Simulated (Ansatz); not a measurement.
**CH₃NSn: taking an electron away**

One table from this session's results is given with a row withheld; the runs are named, their logs left out.

Computed with Ansatz 0.2.0, Gaussian basis. Level: unrestricted cation, the program's frozen cores in correlated methods.

Plan: UKS PBE-D4/def2-TZVPP; UKS r2SCAN-D4/def2-TZVPP; UKS PBE0-D4/def2-TZVPP; UKS B3LYP-D4/def2-TZVPP; UKS wB97X-V/def2-TZVPP; then −ε(HOMO) from the neutral's earlier runs with LDA (SPW92), PBE-D4, revPBE-D4, BLYP-D4, r2SCAN-D4, B97M-V, PBE0-D4, B3LYP-D4, r2SCANh-D4, r2SCAN0-D4, HSE06-D4, BHLYP-D4, CAM-B3LYP-D4, LC-ωPBE, ωB97X-V, ωB97M-V.

1 further run of the same task is left out (for a known fault of the program).

## The relaxed structure

An earlier PBE0-D4 in a triple-zeta def2 set relaxation fixed the geometry. Sn takes the def2 core potential; no spin-orbit term is included.

SMILES `N#[C][SnH3]`, 6 atoms, charge 0, spin multiplicity 1.

Atoms are counted from 1 here; the program's logs count them from 0.

Bond lengths: N1–C2 1.152 Å, C2–Sn3 2.112 Å, Sn3–H4 1.695 Å, Sn3–H5 1.695 Å, Sn3–H6 1.695 Å. Angles: N1–C2–Sn3 179.8°, C2–Sn3–H4 106.1°, C2–Sn3–H5 106.0°, C2–Sn3–H6 106.1°, H4–Sn3–H5 112.7°, H4–Sn3–H6 112.6°, H5–Sn3–H6 112.6°.

Set-up of the first run:

Contents of in.yaml:

```yaml
crystal:
  periodic: [false, false, false]
  atoms:
    - {symbol: N, position_ang: [2.057048, -0.924658, 1.310657]}
    - {symbol: C, position_ang: [1.149591, -0.518109, 0.728496]}
    - {symbol: Sn, position_ang: [-0.513933, 0.221619, -0.342797]}
    - {symbol: H, position_ang: [-0.145034, 1.830119, -0.731384]}
    - {symbol: H, position_ang: [-0.663688, -0.763714, -1.714275]}
    - {symbol: H, position_ang: [-1.841885, 0.090742, 0.703003]}
basis:
  gaussian: {orbitals: def2-TZVPP}
total_charge: 1
magnetization: {spin_polarized: true, initial_magnetization: 1}
hamiltonian: {xc: pbe, dispersion: d4}
```

Launch:

```sh
$ ansatz run in.yaml --threads 2 --pin off --events-out ev --progress --plain --max-ram 32768MiB --backend cpu
```

Steps of the session up to this table: Cation, UKS PBE-D4/def2-TZVPP; Cation, UKS r2SCAN-D4/def2-TZVPP; Cation, UKS PBE0-D4/def2-TZVPP; Cation, UKS B3LYP-D4/def2-TZVPP; Cation, UKS wB97X-V/def2-TZVPP.

One table of the session follows, with a row left open; its other results are not shown here.

Orbital estimates, from the neutral's runs:

```
  functional  −ε(HOMO) (eV)
 LDA (SPW92)           8.35
      PBE-D4           8.23
   revPBE-D4           8.17
     BLYP-D4           8.08
   r2SCAN-D4           8.53
      B97M-V           8.53
     PBE0-D4           9.53
    B3LYP-D4           9.28
  r2SCANh-D4           9.01
  r2SCAN0-D4           9.72
    HSE06-D4           9.12
    BHLYP-D4          10.68
CAM-B3LYP-D4              ?
     LC-ωPBE          12.36
     ωB97X-V          11.94
     ωB97M-V          11.78
```

Estimate the missing values for CAM-B3LYP-D4.

As computed: −ε(HOMO) (eV): 10.92. In the column «−ε(HOMO) (eV)» it lies between BHLYP-D4 (10.68) and ωB97M-V (11.78).
